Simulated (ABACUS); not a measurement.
MnHg:

```
CELL_PARAMETERS angstrom
3.31500 0.00000 0.00000
0.00000 3.31500 0.00000
0.00000 0.00000 3.31500
ATOMIC_POSITIONS crystal
Hg 0.00000 0.00000 0.00000
Mn 0.50000 0.50000 0.50000
```

| Quantity | Value |
| --- | --- |
| Program | ABACUS 3.10.1 |
| Task | single point |
| Functional | PBE |
| Potentials or basis | PseudoDojo NC SR 0.4.1 PBE standard |
| Cutoff | 1320 eV |
| Density cutoff | 5279 eV |
| Basis | plane waves |
| k mesh | 8 × 8 × 8 |
| Occupations | fermi-dirac, width 0.05 eV |
| Spin | collinear spin, ferromagnetic start |
| Starting moments | [0.0, 4.0] μB |

On this cell: pressure 1.1 GPa; largest force zero by symmetry; net moment 3.95 μB per cell; band gap on the k mesh none (metal or under the smearing width).

The same run follows on a disturbed copy (atoms moved at random, drawn with an rms of 0.05 Å):

```
Hg Mn
1.0
     3.31500    0.00000    0.00000
     0.00000    3.31500    0.00000
     0.00000    0.00000    3.31500
Hg Mn
1 1
Direct
  0.00788 0.01533 0.00726
  0.50256 0.48514 0.49612
```

Q: What changes?

A: The energy (extrapolated to zero smearing) moves by +9.3 meV/atom; pressure 1.4 GPa; largest force 0.349 eV/Å; net moment 3.95 μB per cell; band gap on the k mesh none (metal or under the smearing width).

Forces on the atoms (eV/Å):
```
Hg  -0.059 -0.321 -0.123
Mn   0.059  0.321  0.123
```

Stress tensor (GPa, compression positive):
```
1.56 0.11 0.04
0.11 1.21 0.22
0.04 0.22 1.52
```
